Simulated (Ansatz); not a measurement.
## CH4OZn, SMILES O[CH2][ZnH]: an active-space calculation, step by step

With Ansatz 0.2.0 through its Python package.

Notebook, run cell by cell (the value of a cell's last expression is shown):

```python
import ansatz as az
```

```python
geometry_ang = [
    ("O", [-1.1464, 0.3635, -0.681]),
    ("C", [-0.1419, 0.3883, 0.2158]),
    ("Zn", [1.5513, -0.3929, -0.1684]),
    ("H", [-1.3062, -0.5359, -0.8824]),
    ("H", [-0.5192, 0.6023, 1.2176]),
    ("H", [0.6079, 1.1768, -0.0702]),
    ("H", [1.0158, -1.6701, 0.3229]),
]
molecule = az.Crystal.molecule()
for symbol, xyz in geometry_ang:
    molecule = molecule.atom(symbol, xyz)

job = (
    molecule.calculation()
    .basis(gaussian="def2-SVP")
    .correlation(active_electrons=4, active_orbitals=4)
)
for method in [None, "sc_nevpt2"]:
    summary = (job if method is None else job.correlation(method)).run(threads=1).report
    space = summary["configurations"]
    state = space["states"][0]
    print(method or "casscf", f"total {summary['free_energy_ev'] / 27.211386246:.6f} Ha, active-space state {state['energy']['hartree']:.6f} Ha, mean field {summary['reference_energy_ev'] / 27.211386246:.6f} Ha")
    print("  determinants", state["n_determinants"], " natural occupations", [round(n, 3) for n in space["natural_occupations"]])
print("effectively unpaired electrons, sum of min(n, 2 - n):", round(sum(min(n, 2 - n) for n in space["natural_occupations"]), 3))
```

    casscf total -1892.367531 Ha, active-space state -1892.367531 Ha, mean field -1892.319484 Ha
      determinants 36  natural occupations [1.982, 1.98, 0.02, 0.018]
    RunWarning: the results are in doubt because another end's mean lies 0.168 eV lower, and its corrected mean 0.246 eV higher
    sc_nevpt2 total -1893.034663 Ha, active-space state -1892.361369 Ha, mean field -1892.319484 Ha
      determinants 36  natural occupations [1.984, 1.92, 0.08, 0.016]
    effectively unpaired electrons, sum of min(n, 2 - n): 0.191

Caveats:
- Total energies depend on the basis set; only differences at equal settings carry meaning.
- Warnings are shown shortened and without file and line.
- The geometry is a force-field or estimated start, not a minimum of this method, and the basis set is short of its limit. The active space starts as a window about the frontier orbitals and is then optimised, not chosen by chemistry.
- A lower CASSCF solution was found and passed over, so the printed active-space state isn't the lowest.
- Finished in 21 s on 1 thread of Arm Neoverse V2, on a shared host, peak memory 0.23 GiB.

(Lines on the test bed's own set-up are left out of the output.)
